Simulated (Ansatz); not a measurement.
# ScTeBr: the cost of one run

Computed with Ansatz 0.2.0 (DFT PBE, scalar-relativistic, plane waves, PAW, unless a step's input says otherwise).

### 1 The structure to begin with

The structure is tetragonal, space group P4mm (No. 99). Conventional cell: a = 4.308 Å, b = 4.308 Å, c = 5.132 Å, α = 90.00°, β = 90.00°, γ = 90.00°. Sc (site symmetry 4mm) has 2 Br at 2.18 to 2.95 Å and 4 Te at 3.05 Å as nearest neighbours. Te (site symmetry 4mm) is surrounded by 4 Sc at 3.05 Å. Br (site symmetry 4mm) has 1 Sc at 2.18 Å as nearest neighbours.

Coordinates:

```
CELL_PARAMETERS angstrom
4.30799 0.00000 0.00000
0.00000 4.30799 0.00000
0.00000 0.00000 5.13223
ATOMIC_POSITIONS crystal
Sc 0.50000 0.50000 0.70233
Te 0.00000 0.00000 0.72548
Br 0.50000 0.50000 0.27790
```

Recipe of the guess: random cell by space group and Wyckoff sites (P4mm, No. 99). Its size is a rough estimate.

### 2 Probe: one point on a coarse mesh

input.yaml reads:

```yaml
crystal:
  lattice:
    - [4.30799108, 0.0, 0.0]
    - [0.0, 4.30799108, 0.0]
    - [0.0, 0.0, 5.13223386]
  atoms:
    - { symbol: Sc, position: [0.5, 0.5, 0.70232515] }
    - { symbol: Te, position: [0.0, 0.0, 0.72548177] }
    - { symbol: Br, position: [0.5, 0.5, 0.2778952] }
basis:
  ecutwfc: 420
kpoints:
  mp_grid: { grid: [4, 4, 4] }
hamiltonian:
  xc: pbe
scf:
  occupations: { method: gaussian, width: 0.1 }
  lower_state_search: "off"
output:
  forces: true
  stress: true
  eigenvalues: true
```

Started as:

```console
$ ansatz run input.yaml --threads 1 --pin off --max-ram 2048MiB --backend cpu --events-out ev --progress --plain --runs-dir out
```

What time and memory should one allow on 1 thread of Arm Neoverse V2, shared host?

About 3.1 s, with a peak of 0.32 GiB.
